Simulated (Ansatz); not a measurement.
**Si2Mo (MoSi2 type): how the settings move a single-point run**

How sensitive is a single-point run of Si2Mo (MoSi2 type) to its settings? A reference run comes first, then one run with altered input.

Program: Ansatz 0.2.0. Level of theory: reference: DFT, PBE, PAW with Ansatz's default frozen-core files, scalar-relativistic. These are calculated values, not measurements.

## (1) The structure to begin with

Symmetry: I4/mmm, No. 139, tetragonal system. The conventional cell has a = 2.701 Å, b = 2.701 Å, c = 6.923 Å, α = 90.00°, β = 90.00°, γ = 90.00°. Mo (site symmetry 4/mmm) has 10 Si at 2.24 to 2.28 Å as nearest neighbours. Si (site symmetry 4mm) is surrounded by 5 Si at 2.21 to 2.35 Å and 5 Mo at 2.24 to 2.28 Å.

Structure file:

```cif
data_structure
_symmetry_space_group_name_H-M 'P 1'
_symmetry_Int_Tables_number 1
_cell_length_a 3.9533
_cell_length_b 3.9533
_cell_length_c 3.9533
_cell_angle_alpha 140.048
_cell_angle_beta 140.048
_cell_angle_gamma 57.781
_cell_volume 25.25
loop_
_atom_site_label
_atom_site_type_symbol
_atom_site_fract_x
_atom_site_fract_y
_atom_site_fract_z
_atom_site_occupancy
Mo1 Mo 0.00000 0.00000 0.00000 1
Si1 Si 0.32992 0.32992 0.00000 1
Si2 Si 0.67008 0.67008 0.00000 1
```

## (2) Baseline

File input.yaml:

```yaml
crystal:
  lattice:
    - [-1.350572636, 1.350572636, 3.461333005]
    - [1.350572636, -1.350572636, 3.461333005]
    - [1.350572636, 1.350572636, -3.461333005]
  atoms:
    - { symbol: Mo, position: [0.0, 0.0, 0.0] }
    - { symbol: Si, position: [0.3299169406, 0.3299169406, 0.0] }
    - { symbol: Si, position: [-0.3299169406, -0.3299169406, 0.0] }
kpoints:
  mp_grid: { grid: [14, 14, 14] }
  band_path:
    path:
      - [0.0, 0.0, 0.0]
      - [0.0, 0.0, 0.5]
      - [0.25, 0.25, 0.25]
      - [0.0, 0.5, 0.0]
      - [0.0, 0.0, 0.0]
      - [0.5, 0.5, -0.5]
      - [0.2880617835, 0.7119382165, -0.2880617835]
      - [-0.2880617835, 0.2880617835, 0.2880617835]
      - [0.0, 0.0, 0.0]
    npoints: 8
scf:
  occupations: { method: fermi_dirac, width: 0.1 }
hamiltonian:
  xc: pbe
  pseudopotentials: { kind: paw }
output:
  forces: true
  stress: true
  eigenvalues: true
  populations: true
  dos: { projected: true, de: 0.2, e_range: [-14, 8] }
```

Command:

```console
> ansatz run input.yaml --threads 1 --pin off --max-ram 3072MiB --backend cpu --events-out ev --progress --plain --runs-dir out
```

The main lines of its log:

```text
[...]
Basis set: ecut = 420 eV, 487 PW (Γ), FFT grids on a1+a3, a2+a3, a3, exchange–correlation on 40×40×54 points (8 copies of the dense FFT grid, shifted against one another)
[...]
k-points: 244 of 2744
[...]
SCF iter   1: F=—  HF=-6220.577452 eV  |F-HF|=—  |Δ(HF+E_count)|=         —  Δρ=1.74e-2  dr2=6.99e-2  ethr=1.77e-3  ⟨swp⟩=5.5  Hψ=21696  notcnv=0
preconditioner: auto → Kerker (q_TF=auto, 2.666 Å⁻¹)  [metal: Δε(μ)=0.053 eV  Ē_g=11.065 eV  σ=0.100 eV  W_gap=0.13  n_scr=10 (ndim 8)  ℏωp=27.6 eV  f_vac=0.000  D(μ)=0.25/eV (n_scr^D=0)]
SCF iter   2: F=—  HF=-6220.559727 eV  |F-HF|=—  |Δ(HF+E_count)|=   1.77e-2  Δρ=9.89e-3  dr2=2.10e-2  ethr=3.18e-4  ⟨swp⟩=1.0  Hψ=5613  notcnv=0
[...]
SCF iter   5: F=—  HF=-6220.552869 eV  |F-HF|=—  |Δ(HF+E_count)|=   1.83e-5  Δρ=1.93e-5  dr2=4.44e-8  ethr=2.76e-8  ⟨swp⟩=2.4  Hψ=5556  notcnv=0
SCF iter   6: F=-6220.552869 eV  HF=-6220.552869 eV  |F-HF|=4.41e-10  |Δ(HF+E_count)|=   5.12e-9  Δρ=3.13e-6  dr2=1.27e-9  ethr=2.02e-10  ⟨swp⟩=2.6  Hψ=14403  notcnv=0
[...]
SCF converged after 6 iterations
Free energy (F): -6220.552869 eV
[...]
E sigma→0 (E₀):  -6220.548588 eV
[...]
Fermi energy:    26.502973 eV
[...]
  P = ⅓ Tr σ = 266.7595 GPa (2667.595 kbar)
[...]
```

It took 5 s on 1 thread of Intel Xeon Platinum 8488C (Sapphire Rapids), shared host; peak memory 0.42 GiB.

## (3) Changing settings: starting moments, spin_polarized true

Changes to input.yaml since step 2:

```diff
@@ -6,5 +6,5 @@
   atoms:
-    - { symbol: Mo, position: [0.0, 0.0, 0.0] }
-    - { symbol: Si, position: [0.3299169406, 0.3299169406, 0.0] }
-    - { symbol: Si, position: [-0.3299169406, -0.3299169406, 0.0] }
+    - { symbol: Mo, position: [0.0, 0.0, 0.0], spin: 2.0 }
+    - { symbol: Si, position: [0.3299169406, 0.3299169406, 0.0], spin: 2.0 }
+    - { symbol: Si, position: [-0.3299169406, -0.3299169406, 0.0], spin: 1.0 }
 kpoints:
@@ -33,2 +33,7 @@
   populations: true
-  dos: { projected: true, de: 0.2, e_range: [-14, 8] }
+  write_density: true
+  write_potential: true
+  elf: true
+  volumetric_format: npy
+magnetization:
+  spin_polarized: true
```

Command:

```console
> ansatz run input.yaml --threads 1 --pin off --max-ram 3072MiB --backend cpu --events-out ev --progress --plain --runs-dir out
```

The log of the run (excerpt; [...] marks lines left out):

```text
[...]
Pseudopotentials: kind: paw
Pseudopotential: Mo, paw, valence charge 14, recommended cutoff 420 eV (normal)
Pseudopotential: Si, paw, valence charge 4, recommended cutoff 420 eV (normal)
Functional definition: PBE
[...]
Crystal: 3 atoms, lattice volume = 25.255 Å³
Basis set: ecut = 420 eV, 487 PW (Γ), exchange–correlation on 54×54×54 points (8 copies of the dense FFT grid, shifted against one another)
Bands: 18, of which v1, the nominal top of the filled ones, is band 11 counted from 1 (10 counted from 0)
Symmetry: 8 space group operations
Space group: I4mm (ITA 107), of the structure as read, at distance tolerance 2.9e-5 Å
Magnetic group: BNS 107.227 (UNI 887), of the structure as read, at distance tolerance 2.9e-5 Å
k-points: 244 of 2744 (time reversal used)
[...]
Starting moments: Σ|m| = 5 μB on 3 of 3 sites
[...]
SCF iter   1: F=—  HF=-6205.612102 eV  |F-HF|=—  |Δ(HF+E_count)|=         —  Δρ=1.20e-1 (↑1.20e-1 ↓9.94e-2)  dr2=1.41e0  dr2_m=2.46e0  M=0.224 μB ∫|m|=0.291 μB  β_m=0.30  ethr=3.10e-3  ⟨swp⟩=5.7  Hψ=49226  notcnv=0
[...]
spin=Collinear: Kerker preconditioning applied to the charge; magnetization (m = ρ↑ − ρ↓) channel mixes plain (no charge-response kernel on spin).
[...]
SCF iter   9: F=-6220.552869 eV  HF=-6220.552869 eV  |F-HF|=4.26e-10  |Δ(HF+E_count)|=   1.01e-8  Δρ=5.51e-7 (↑5.47e-7 ↓5.51e-7)  dr2=4.81e-10  dr2_m=2.64e-13  M=0.000 μB ∫|m|=0.000 μB  ethr=8.40e-11  ⟨swp⟩=10.3  Hψ=54269  notcnv=0
[...]
WARN: the starting moments were not kept: the SCF closed with an absolute magnetisation of 2.4e-7 μB, where they sum to 5 μB in size (3 sites). That is at most 0.1 of that sum. Measured as dr2_m measures the in/out step, that magnetisation stands 8.6e-15 eV from none, at or under the [...]
NSCF: frozen V_eff on 65 k-points
SCF converged after 9 iterations
Magnetization: 0.0000 μB (11.0000 up, 11.0000 down)
Absolute magnetization: 0.0000 μB (∫|ρ↑−ρ↓|, with the PAW one-centre terms)
Spin contamination: 0.0000 ħ² per cell (⟨S²⟩ above its minimum at these occupations)
Per-site moments (μB) at R_I (Å): [(3.049519131713211e-8, 0.9255483482588528), (2.8471907156381633e-8, 0.9105308735658332), (8.77964830023845e-9, 0.9105308735658332)]
Free energy (F): -6220.552869 eV
[...]
E sigma→0 (E₀):  -6220.548588 eV
Entropy (-TS):   -0.008563 eV (-2.854 meV/atom)
Fermi energy:    26.502969 eV
[...]
--- Forces (eV/Å), atoms counted from 1 ---
  atom   1  Mo     0.00000000     0.00000000     0.00000045
  atom   2  Si     0.00000000    -0.00000000     0.00115429
  atom   3  Si    -0.00000000     0.00000000    -0.00115477
[...]
--- Stress (GPa, compression-positive) ---
      266.732452       0.000000       0.000000
        0.000000     266.732452       0.000000
        0.000000       0.000000     266.813405
  P = ⅓ Tr σ = 266.7594 GPa (2667.594 kbar)
--- Band table (eV; the first three rows and the last of 488) ---
  k-point 0 ↑: bands = ["-33.9082", "-8.6672", "-7.8192", "-7.8192", "9.1302", "16.9016", "20.5732", "22.6082", "22.6082", "23.5148", "27.3468", "27.6077", "32.7057", "32.7057", "33.1563", "33.4329", "34.4702", "34.4702"]
[...]
--- Löwdin populations: 3 sites ---
  site symbol       q [e]    m [muB]
     0     Mo     14.5445     0.0000
     1     Si      3.5887     0.0000
     2     Si      3.5887    -0.0000
  spilling = 0.012639 (of n_electrons = 22.000000)
```

It took 29 s on 1 thread of Intel Xeon Platinum 8488C (Sapphire Rapids), shared host; peak memory 0.58 GiB.

With the changed spin polarisation the energy stays within 0.5 meV/atom: no moment survives, so both runs end on the same non-magnetic state.

## (4) All runs together

| run | ending | energy change | pressure (GPa) | gap (eV) | force (eV/Å) | cycles | time |
| --- | --- | --- | --- | --- | --- | --- | --- |
| reference | converged | 0 | 266.8 | 0.00 | 0.00 | 6 | 5 s |
| 1: starting moments, spin_polarized true | converged | 0.0 meV/atom | 266.8 | 0.00 | 0.00 | 9 | 29 s |

Times don't compare one to one where runs were asked for different outputs or read a saved state (see the inputs); cycles may leave out searches for a lower state.

Residual by cycle in the longest SCF loop of each run; runs are numbered as in the table. The quantity is the density residual dr2, in eV.

| cycle | reference | run 1 |
| --- | --- | --- |
| 1 | 0.0699 | 1.41 |
| 2 | 0.021 | 0.597 |
| 3 | 1.7e-4 | 0.0223 |
| 4 | 6.1e-6 | 9.0e-4 |
| 5 | 4.4e-8 | 3.9e-5 |
| 6 | 1.3e-9 | 6.8e-6 |
| 7 | - | 3.0e-7 |
| 8 | - | 1.9e-8 |
| 9 | - | 4.8e-10 |

What this shows: With the changed spin polarisation the energy stays within 0.5 meV/atom: no moment survives, so both runs end on the same non-magnetic state. The structure is not at rest: the sound run finds 267 GPa, so these are no properties of the relaxed crystal. 
